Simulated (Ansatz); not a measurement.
# SiGe3: the cost of one run

Program: Ansatz 0.2.0. Level of theory: DFT PBE, scalar-relativistic, plane waves, PAW. These are calculated values, not measurements.

**1. The starting structure**

The structure is hexagonal, space group P6/mmm (No. 191). The conventional cell has a = 2.821 Å, b = 2.821 Å, c = 10.597 Å, α = 90.00°, β = 90.00°, γ = 120.00°. Si (site symmetry 6/mmm) has 2 Ge at 2.65 Å in its first shell of neighbours. Ge (site symmetry 6mm) has 7 Ge at 2.65 to 2.82 Å and 1 Si at 2.65 Å in its first shell of neighbours. Around Ge (site symmetry 6/mmm) lie 8 Ge at 2.65 to 2.82 Å.

As a file:

```cif
data_structure
_symmetry_space_group_name_H-M 'P6/mmm'
_symmetry_Int_Tables_number 191
_cell_length_a 2.8213
_cell_length_b 2.8213
_cell_length_c 10.5973
_cell_angle_alpha 90.000
_cell_angle_beta 90.000
_cell_angle_gamma 120.000
_cell_volume 73.05
loop_
_atom_site_label
_atom_site_type_symbol
_atom_site_symmetry_multiplicity
_atom_site_Wyckoff_symbol
_atom_site_fract_x
_atom_site_fract_y
_atom_site_fract_z
_atom_site_occupancy
Si1 Si 1 b 0.00000 0.00000 0.50000 1
Ge1 Ge 2 e 0.00000 0.00000 0.75000 1
Ge2 Ge 1 a 0.00000 0.00000 0.00000 1
```

The start is an ordering of an alloy on its end members' structure types: elements ordered on the sites of the Si type, Si/Ge on Si (P6/mmm, No. 191).

**2. Probe: one point on a coarse mesh**

input.yaml reads:

```yaml
crystal:
  lattice:
    - [2.82126593, 0.0, 0.0]
    - [-1.41063296, 2.44328797, 0.0]
    - [0.0, 0.0, 10.59733085]
  atoms:
    - { symbol: Si, position: [0.0, 0.0, 0.5] }
    - { symbol: Ge, position: [0.0, 0.0, 0.75] }
    - { symbol: Ge, position: [0.0, 0.0, 0.0] }
    - { symbol: Ge, position: [0.0, 0.0, 0.25] }
basis:
  ecutwfc: 420
kpoints:
  mp_grid: { grid: [6, 6, 2] }
hamiltonian:
  xc: pbe
scf:
  occupations: { method: gaussian, width: 0.1 }
  lower_state_search: "off"
output:
  forces: true
  stress: true
  eigenvalues: true
```

Started as:

```bash
> ansatz run input.yaml --threads 1 --pin off --max-ram 2560MiB --backend cpu --events-out ev --progress --plain --runs-dir out
```

**Question.** How long does this run take on 1 thread of Intel Xeon at 2.50GHz (Skylake/Cascade Lake), shared host, and how much memory does it need?

About 4 s, with a peak of 0.36 GiB.
